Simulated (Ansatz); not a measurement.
# GaN₂ (doublet): relaxing a cheap start

Aim: relax a generated start of GaN₂ (doublet) and see which bonds hold.

Method: UKS PBE0/def2-TZVP; program: Ansatz 0.2.0, Gaussian basis.

## (1) Starting geometry

3 atoms, charge 0, spin multiplicity 2.

Atoms are counted from 1 here; the program's logs count them from 0.

Bond lengths: Ga1–N2 1.936 Å, N2–N3 1.169 Å. Angles: Ga1–N2–N3 180.0°.

The start was built by rule and, where that kept it together, relaxed with GFN2-xTB. Sticks and bond lists go by distance. No spin-orbit coupling is included. 

## (2) The run

in.yaml

```yaml
crystal:
  periodic: [false, false, false]
  atoms:
    - {symbol: Ga, position_ang: [0.000000, 0.000000, -1.680120]}
    - {symbol: N, position_ang: [0.000000, 0.000000, 0.255709]}
    - {symbol: N, position_ang: [0.000000, 0.000000, 1.424411]}
basis:
  gaussian: {orbitals: def2-TZVP}
magnetization: {spin_polarized: true, initial_magnetization: 1}
hamiltonian: {xc: pbe0}
relax: {f_tol: 0.004, max_steps: 80}
```

Command:

```bash
> ansatz run in.yaml --threads 1 --pin off --events-out ev --progress --plain --max-ram 2176MiB
```

What does the calculation give? Wanted: energy gained; shift from the start; total energy; dipole moment; ⟨S²⟩.

**Answer**, as computed:

| quantity | value |
| --- | --- |
| steps | 9 |
| energy gained | 0.298 eV |
| shift from the start (rms) | 0.355 Å |
| total energy | -55347.9844 eV |
| dipole moment | 0.02 D |
| ⟨S²⟩ | 0.754 |

What this shows: By distance, Ga1–N2 opened. Ga1–N2 went from 1.936 to 2.724 Å. No vibrations were run, so this is a stationary point, not a proven minimum, and this spin need not be the ground state's.
